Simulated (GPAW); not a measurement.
Crystal: SrO.

```xyz
2
Lattice="0.0000 2.5800 2.5800 2.5800 0.0000 2.5800 2.5800 2.5800 0.0000" Properties=species:S:1:pos:R:3 pbc="T T T"
Sr    0.0000    0.0000    0.0000
O     2.5800    2.5800    2.5800
```

The cell was built by a generator and isn't the measured one.

Base run:

| Property | Result |
| --- | --- |
| Program | GPAW 26.7.0 |
| Functional | TB-mBJ |
| Potentials or basis | GPAW PAW data sets for LDA (gpaw-data 1.2.1) |
| Cutoff | 600 eV |
| Basis | pw |
| k mesh | 8 × 8 × 8 |
| Occupations | fermi-dirac, width 0.05 eV |
| Spin | no spin polarisation |

Its results: band gap on the k mesh 4.96 eV, indirect (least direct gap 5.03 eV).

Q: The run is repeated on the same cell with these changes: functional from TB-mBJ to LDA; potentials or basis from GPAW PAW data sets for LDA (gpaw-data 1.2.1) to the program's PAW data sets (release 1.2.1) made for this functional. What comes out?

A: Band gap on the k mesh 3.21 eV, indirect (least direct gap 3.29 eV).

Caveats: a model potential gives levels but no total energy (some runs).
